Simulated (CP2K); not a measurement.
Runs of CP2K 2026.2 on MnS. It takes space group Fm-3m (No. 225, cubic). Conventional cell: a = 5.209 Å, b = 5.209 Å, c = 5.209 Å, α = 90.00°, β = 90.00°, γ = 90.00°. Mn (site symmetry m-3m) has 6 S at 2.60 Å as nearest neighbours. S (site symmetry m-3m) has 6 Mn at 2.60 Å as nearest neighbours. 

```tsv
level	potentials or basis	smearing	EPS_DEFAULT	points a segment of the path (NPOINTS)	bands added on the path	CUTOFF of the grids	pressure (GPa)	moment (μB)
PBEsol	POTENTIAL_UZH Mn GTH-PBE-q15, S GTH-PBE-q6; TZVP-MOLOPT-PBE-GTH basis	fermi-dirac 0.05 eV	1.0E-9	6	2	450 Ry	-5.2	4.76
r2SCAN	POTENTIAL_UZH Mn GTH-SCAN-q15, S GTH-SCAN-q6; TZVP-MOLOPT-SCAN-GTH basis	fermi-dirac 0.1 eV	1.0E-9	10	4	675 Ry	(a)	4.99
LDA	GTH_POTENTIALS Mn GTH-PADE-q15, S GTH-PADE-q6; TZVP-MOLOPT-PBE-GTH basis	fermi-dirac 0.05 eV	1.0E-10	10	6	450 Ry	-9.7	4.73
PBE	POTENTIAL_UZH Mn GTH-PBE-q15, S GTH-PBE-q6; TZVP-MOLOPT-PBE-GTH basis	fermi-dirac 0.0259 eV	1.0E-9	6	2	450 Ry	-0.8	4.80
```

Alike in all rows: task band structure; spin collinear, ferromagnetic start; cell as given; k mesh 9 × 9 × 9.

Task: Fill in the values left out.

Result: (a) 1.9.

Caveats: the basis of atomic orbitals isn't converged, which shifts pressures, moduli and gaps; the total moment is fixed, so each spin has its own Fermi level; a cell with one magnetic atom can't hold antiferromagnetic order, which such compounds often take; the potentials were made for another functional, which shifts forces and pressure (some runs).
